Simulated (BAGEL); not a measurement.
**HF/6-31G(d) (density fitting with qzvpp-jkfit, spherical functions) run of CH2GeN− (SMILES N#[C][GeH2-])**

Aim: the vertical ionisation energy of CH2GeN− at HF/6-31G* (density fitting with qzvpp-jkfit, spherical functions), from 2 runs. 

The calculation is run with BAGEL 1.2.2.

3 further runs of the same task are left out: 3 that didn't finish.

### 1 The molecule

CH2GeN−: 5 atoms, total charge -1, spin state singlet. SMILES: `N#[C][GeH2-]`. The shape comes from GFN2-xTB, which is rough for such elements, and wasn't checked as a minimum.

Bond lengths: N1–C2 1.158 Å, C2–Ge3 1.974 Å, Ge3–H4 1.680 Å, Ge3–H5 1.680 Å. Angles: N1–C2–Ge3 169.7°, C2–Ge3–H4 88.6°, C2–Ge3–H5 88.8°, H4–Ge3–H5 88.7°.

### 2 A single-point energy at HF/6-31G(d) (density fitting with qzvpp-jkfit, spherical functions)

The input, hf.json:

```json
{ "bagel" : [

{
  "title" : "molecule",
  "basis" : "6-31gs.json",
  "df_basis" : "qzvpp-jkfit",
  "angstrom" : "true",
  "geometry" : [
    { "atom" : "N", "xyz" : [    1.312220,   -1.146800,    1.308460 ] },
    { "atom" : "C", "xyz" : [    0.698540,   -0.577140,    0.507840 ] },
    { "atom" : "Ge", "xyz" : [   -0.115330,    0.254410,   -1.086220 ] },
    { "atom" : "H", "xyz" : [   -1.622730,   -0.214430,   -0.512130 ] },
    { "atom" : "H", "xyz" : [   -0.272690,    1.683960,   -0.217940 ] }
  ]
},
{
  "title" : "hf",
  "charge" : -1
},
{
  "title" : "print",
  "file" : "orbitals.molden",
  "orbitals" : "true"
}

]}
```

The basis set 6-31G* is read from a file made from the Basis Set Exchange's data (not shown).

Launch:

```bash
$ BAGEL_NUM_THREADS=1 BAGEL hf.json > hf.out
```

Standard output:

```text
* using 1 threads per process

  ===============================================================
  ===============================================================

  *** Geometry ***

  { "atom" : "N", "xyz" : [      2.479736,     -2.167138,      2.472631 ] },
  { "atom" : "C", "xyz" : [      1.320049,     -1.090637,      0.959679 ] },
  { "atom" : "Ge", "xyz" : [     -0.217942,      0.480765,     -2.052658 ] },
  { "atom" : "H", "xyz" : [     -3.066515,     -0.405214,     -0.967785 ] },
  { "atom" : "H", "xyz" : [     -0.515309,      3.182223,     -0.411847 ] },

  Number of auxiliary basis functions:      454

  Since a DF basis is specified, we compute 2- and 3-index integrals:
    o Being stored without compression. Storage requirement is 0.015 GB

  Number of basis functions:       64
  Number of electrons      :       47

    * METHOD: MOLECULE                             0.18

  *** RHF ***

  === Nuclear Repulsion ===
   133.5880538566

      * DIIS with orbital gradients will be used.

  === RHF iteration (6-31gs.json) ===
      0      -2168.38038033          0.02091709           0.05
      1      -2168.47329862          0.01770321           0.05
      2      -2168.55522471          0.00244890           0.05
      3      -2168.55788276          0.00089273           0.05
      4      -2168.55831911          0.00013877           0.05
      5      -2168.55834116          0.00004585           0.05
      6      -2168.55834329          0.00001990           0.05
      7      -2168.55834351          0.00000772           0.05
      8      -2168.55834354          0.00000317           0.05
      9      -2168.55834355          0.00000119           0.05
     10      -2168.55834355          0.00000048           0.05
     11      -2168.55834355          0.00000021           0.05
     12      -2168.55834355          0.00000012           0.05
     13      -2168.55834355          0.00000005           0.05
     14      -2168.55834355          0.00000002           0.05
     15      -2168.55834355          0.00000001           0.05
    * SCF iteration converged.

    * Permanent dipole moment:
           (    0.316681,    -0.358911,     0.819527) a.u.

    * METHOD: HF                                   0.98

    * METHOD: PRINT                                0.01

  ===============================================================
```

Run time: 1.4 s. Hardware: 1 thread of Arm Neoverse V2, shared host; peak memory 0.091 GiB.

### 3 Doublet neutral CH2GeN

The input, job.json:

```json
{ "bagel" : [

{
  "title" : "molecule",
  "basis" : "6-31gs.json",
  "df_basis" : "qzvpp-jkfit",
  "angstrom" : true,
  "geometry" : [
    { "atom" : "N", "xyz" : [    1.312220,   -1.146800,    1.308460 ] },
    { "atom" : "C", "xyz" : [    0.698540,   -0.577140,    0.507840 ] },
    { "atom" : "Ge", "xyz" : [   -0.115330,    0.254410,   -1.086220 ] },
    { "atom" : "H", "xyz" : [   -1.622730,   -0.214430,   -0.512130 ] },
    { "atom" : "H", "xyz" : [   -0.272690,    1.683960,   -0.217940 ] }
  ]
},
{
  "title" : "uhf",
  "charge" : 0,
  "nopen" : 1
},
{
  "title" : "print",
  "file" : "orbitals.molden",
  "orbitals" : true
}

]}
```

The basis set 6-31G* is read from a file made from the Basis Set Exchange's data (not shown).

Launch:

```bash
$ BAGEL_NUM_THREADS=1 BAGEL job.json > job.out
```

Standard output:

```text
* using 1 threads per process

  ===============================================================
  ===============================================================

  *** Geometry ***

  { "atom" : "N", "xyz" : [      2.479736,     -2.167138,      2.472631 ] },
  { "atom" : "C", "xyz" : [      1.320049,     -1.090637,      0.959679 ] },
  { "atom" : "Ge", "xyz" : [     -0.217942,      0.480765,     -2.052658 ] },
  { "atom" : "H", "xyz" : [     -3.066515,     -0.405214,     -0.967785 ] },
  { "atom" : "H", "xyz" : [     -0.515309,      3.182223,     -0.411847 ] },

  Number of auxiliary basis functions:      454

  Since a DF basis is specified, we compute 2- and 3-index integrals:
    o Being stored without compression. Storage requirement is 0.015 GB

  Number of basis functions:       64
  Number of electrons      :       47

    * METHOD: MOLECULE                             0.18

  *** Open-shell HF ***

  === Nuclear Repulsion ===
   133.5880538566

      * DIIS with orbital gradients will be used.

  === UHF iteration (6-31gs.json) ===
      0      -2168.25978443          0.04526867           0.09
      1      -2168.34001585          0.04336472           0.09
      2      -2168.36190198          0.04053791           0.09
      3      -2168.46762584          0.00233963           0.09
      4      -2168.46880886          0.00091881           0.09
      5      -2168.46912279          0.00028366           0.09
      6      -2168.46919715          0.00011117           0.09
      7      -2168.46924191          0.00005754           0.09
      8      -2168.46929341          0.00004552           0.09
      9      -2168.46933131          0.00004397           0.10
     10      -2168.46937501          0.00004205           0.10
     11      -2168.46952760          0.00003538           0.09
     12      -2168.46963910          0.00002557           0.09
     13      -2168.46968793          0.00001084           0.09
     14      -2168.46970716          0.00000598           0.09
     15      -2168.46971169          0.00000469           0.09
     16      -2168.46971623          0.00000476           0.09
     17      -2168.46972098          0.00000397           0.09
     18      -2168.46972424          0.00000388           0.09
     19      -2168.46972835          0.00000363           0.09
     20      -2168.46972879          0.00000370           0.09
     21      -2168.46972911          0.00000372           0.09
     22      -2168.46972971          0.00000361           0.09
     23      -2168.46973485          0.00000206           0.09
     24      -2168.46973758          0.00000128           0.09
     25      -2168.46973767          0.00000076           0.09
     26      -2168.46973772          0.00000048           0.09
     27      -2168.46973778          0.00000034           0.09
     28      -2168.46973784          0.00000015           0.09
     29      -2168.46973785          0.00000011           0.09
     30      -2168.46973785          0.00000008           0.09
     31      -2168.46973785          0.00000006           0.09
     32      -2168.46973785          0.00000005           0.09
     33      -2168.46973785          0.00000004           0.09
     34      -2168.46973785          0.00000003           0.09
     35      -2168.46973785          0.00000002           0.09
     36      -2168.46973785          0.00000002           0.09
     37      -2168.46973785          0.00000001           0.09
     38      -2168.46973785          0.00000001           0.09
    * SCF iteration converged.

    * S^2 (UHF) is 0.8173

    * Permanent dipole moment:
           (    0.530308,    -0.645206,     1.669498) a.u.

    * METHOD: UHF                                  3.81

    * METHOD: PRINT                                0.01

  ===============================================================
```

Wall time 4.2 s (1 thread of Arm Neoverse V2, shared host); peak memory 0.092 GiB.

### 4 Summary of results

Level: HF/6-31G* (density fitting with qzvpp-jkfit, spherical functions).

| quantity | value |
| --- | --- |
| singlet CH2GeN−: total energy | -2168.55834 Eh |
| singlet CH2GeN−: HOMO energy | -3.31 eV |
| singlet CH2GeN−: LUMO energy | 8.17 eV |
| singlet CH2GeN−: HOMO–LUMO gap (to an unbound level, set by the basis) | 11.48 eV |
| doublet neutral CH2GeN: total energy | -2168.46974 Eh |
| doublet neutral CH2GeN: dipole moment | 4.74 D |
| doublet neutral CH2GeN: ⟨S²⟩ | 0.817 |
| vertical detachment energy (to the doublet neutral) | 2.411 eV |

What this shows: The vertical ionisation energy comes to 2.41 eV (56 kcal/mol). The negative HOMO energy of the first species, 3.31 eV, lies 0.90 eV above that difference.
